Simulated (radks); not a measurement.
# The Coulomb parameter U of the 5d shell of Os⁺

The task here is to estimate one member of a computed series from the others.

Program: radks (a radial shooting solver on a logarithmic mesh, Libxc functionals) version 1. Level of theory: scalar-relativistic Kohn-Sham, SCAN, spin-unpolarised, spherical densities, finite nucleus. These are calculated values, not measurements, unless marked.

### What is computed

```
element            : osmium (Z = 76)
charge             : +1
electrons          : 75
configuration      : [Xe] 4f14 5d4.5 6s1 6p1.5
nuclear rms radius : 5.4126 fm
```

Set-up of the first run:

Input:

```text
Z 76
configuration [Xe] 4f14 5d4.5 6s1 6p1.5
relativity scalar-relativistic
functional scan,scan
spin unpolarised
nucleus finite rms 5.4126 fm
c 137.035999084
```

Among the steps run: Start: [Xe] 4f14 5d4.5 6s1 6p1.5.

One table of the session follows, with a row left open; its other results are not shown here.

It belongs to the step «Start: [Xe] 4f14 5d4.5 6s1 6p1.5». Sizes of the orbitals, from the radial functions (bohr):

| level | <r> | outermost maximum (interpolated) | 90 % within | nodes |
| --- | --- | --- | --- | --- |
| 4p | 0.4590 | 0.425 | 0.666 | 2 |
| 4d | 0.4889 | 0.435 | 0.731 | 1 |
| 5s | 1.003 | 0.910 | 1.44 | 4 |
| 4f | 0.5556 | 0.406 | 0.906 | 0 |
| 5p | 1.160 | 1.03 | 1.69 | 3 |
| 5d | 1.653 | 1.32 | 2.54 | 2 |
| 6s | 2.625 | 2.30 | 3.82 | 5 |
| 6p | ? | ? | ? | ? |

Q: Estimate the row for 6p from the others.

**Answer.** <r>: 3.347; outermost maximum (interpolated): 2.90; 90 % within: 4.90; nodes: 4. In the column «<r>» it is the highest.
